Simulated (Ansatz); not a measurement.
# NaC3: the cost of one run

Program: Ansatz 0.2.0. Level of theory: DFT PBE, scalar-relativistic, plane waves, PAW. These are calculated values, not measurements.

### 1 The starting structure

It takes space group P6/mmm (No. 191, hexagonal). The conventional cell has a = 4.254 Å, b = 4.254 Å, c = 3.333 Å, α = 90.00°, β = 90.00°, γ = 120.00°. Na (site symmetry -6m2) is surrounded by 12 C at 2.19 Å and 3 Na at 2.46 Å. C (site symmetry m2m) has 3 C at 1.42 Å as nearest neighbours.

Structure file:

```
CELL_PARAMETERS angstrom
4.25395 0.00000 0.00000
-2.12697 3.68403 0.00000
0.00000 0.00000 3.33267
ATOMIC_POSITIONS crystal
Na 0.33333 0.66667 0.50000
Na 0.66667 0.33333 0.50000
C 0.00000 0.66667 0.00000
C 0.66667 0.00000 0.00000
C 0.33333 0.33333 0.00000
C 0.66667 0.66667 0.00000
C 0.33333 0.00000 0.00000
C 0.00000 0.33333 0.00000
```

A structure generator made this guess: Na between sheets of the C type, stage 1 (P6/mmm, No. 191). The dimensions are guesses.

### 2 A first look at the guess

File input.yaml:

```yaml
crystal:
  lattice:
    - [4.25394799, 0.0, 0.0]
    - [-2.12697399, 3.68402702, 0.0]
    - [0.0, 0.0, 3.33266811]
  atoms:
    - { symbol: Na, position: [0.33333333, 0.66666667, 0.5] }
    - { symbol: Na, position: [0.66666667, 0.33333333, 0.5] }
    - { symbol: C, position: [0.0, 0.66666667, 0.0] }
    - { symbol: C, position: [0.66666667, 0.0, 0.0] }
    - { symbol: C, position: [0.33333333, 0.33333333, 0.0] }
    - { symbol: C, position: [0.66666667, 0.66666667, 0.0] }
    - { symbol: C, position: [0.33333333, 0.0, 0.0] }
    - { symbol: C, position: [0.0, 0.33333333, 0.0] }
basis:
  ecutwfc: 420
kpoints:
  mp_grid: { grid: [6, 6, 6] }
hamiltonian:
  xc: pbe
scf:
  occupations: { method: gaussian, width: 0.1 }
  lower_state_search: "off"
output:
  forces: true
  stress: true
  eigenvalues: true
```

Run with:

```
> ansatz run input.yaml --threads 1 --pin off --max-ram 2048MiB --backend cpu --events-out ev --progress --plain --runs-dir out
```

**Question.** How long does this run take on 1 thread of Arm Neoverse V2, shared host, and how much memory does it need?

About 2.4 s, with a peak of 0.31 GiB.
